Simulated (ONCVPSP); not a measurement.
**An ONCV potential for Sb, from input to tests**

Do these settings give a usable potential? It is generated, then checked for transferability, scattering, ghosts and hardness.

Method: ONCVPSP 4.0.1.1 (patched build), PBE, scalar-relativistic.

## 1. The atom and the settings

Typed settings, in words:

- element: antimony (Sb, Z = 51)
- type: optimised norm-conserving Vanderbilt (ONCV)
- frozen core: [Ar] 3d10
- valence charge: 23
- reference configuration: 4s2 4p6 4d10 5s2 (charge +3)
- partial waves: 4s+5s: rc 1.35 bohr, ncon 5, nbas 9, qcut 11 1/bohr, 3 projectors, debl 2.4 Ha; 4p: rc 1.15 bohr, ncon 4, nbas 7, qcut 10.2 1/bohr, 1 projector; 4d: rc 1.15 bohr, ncon 4, nbas 8, qcut 19.6 1/bohr, local
- local potential: the d channel
- core correction: not asked for

## 2. The generation run

Sb.dat reads:

```
# ATOM AND REFERENCE CONFIGURATION
# atsym  z   nc   nv     iexc    psfile
  Sb 51.00    6    4        4      upf
#
#   n    l    f
    1    0    2.00
    2    0    2.00
    2    1    6.00
    3    0    2.00
    3    1    6.00
    3    2   10.00
    4    0    2.00
    4    1    6.00
    4    2   10.00
    5    0    2.00
#
# PSEUDOPOTENTIAL AND OPTIMIZATION
# lmax
    2
#
#   l,   rc,      ep,       ncon, nbas, qcut
    0    1.35    0.00    5    9   11.00
    1    1.15    0.00    4    7   10.20
    2    1.15    0.00    4    8   19.60
#
# LOCAL POTENTIAL
# lloc, lpopt,  rc(5),   dvloc0
    2    5    1.15    0.00
#
# VANDERBILT-KLEINMAN-BYLANDER PROJECTORs
# l, nproj, debl
    0    3    2.40
    1    1    2.90
    2    0    3.30
#
# MODEL CORE CHARGE
# icmod, fcfact, rcfact
    0    0.00    0.00
#
# LOG DERIVATIVE ANALYSIS
# epsh1, epsh2, depsh
   -8.00    5.00    0.04
#
# OUTPUT GRID
# rlmax, drl
    6.00    0.01
#
# TEST CONFIGURATIONS
# ncnf
    4
# nvcnf
#   n    l    f
    5
    4    0    2.00
    4    1    6.00
    4    2   10.00
    5    0    2.00
    5    1    3.00
#
    5
    4    0    2.00
    4    1    6.00
    4    2   10.00
    5    0    2.00
    5    1    2.00
#
    5
    4    0    2.00
    4    1    6.00
    4    2   10.00
    5    0    2.00
    5    1    1.00
#
    5
    4    0    2.00
    4    1    6.00
    4    2    9.00
    5    0    2.00
    5    1    4.00
#
```

Run with:

```console
oncvpsp.x < Sb.dat > Sb.out
```

Before running it: what results should come out? Wanted: cutoffs for 1 and 0.1 mHa per electron, occupied waves; bound ghosts; GHOST(+) flags; largest test error; largest phase difference near zero energy, channels read.

**Answer**, as computed:

| quantity | value |
| --- | --- |
| cutoffs for 1 and 0.1 mHa per electron, occupied waves | 109 Ha and 134 Ha |
| bound ghosts | none found |
| GHOST(+) flags | s at 474 eV |
| largest test error (AE − PS) | +1020 meV, for 4s2 4p6 4d9 5s2 5p4 |
| largest phase difference near zero energy, channels read | 0.043 rad |

**Reading.** By total energies transferability is poor: the largest error is 1020 meV on 17.6 eV, for 4s2 4p6 4d9 5s2 5p4. By its cutoff, 109 Ha for the looser tolerance, it is very hard. At the looser tolerance the 4d wave is the slowest; 4s needs 44 Ha. No bound ghost shows below the valence levels. Near zero energy the largest phase difference among the channels read is 0.04 rad, in the p channel (at the energies tabulated). The program also flags highly localised states, GHOST(+) (s). These are tests on the free atom; a crystal test is still owed.
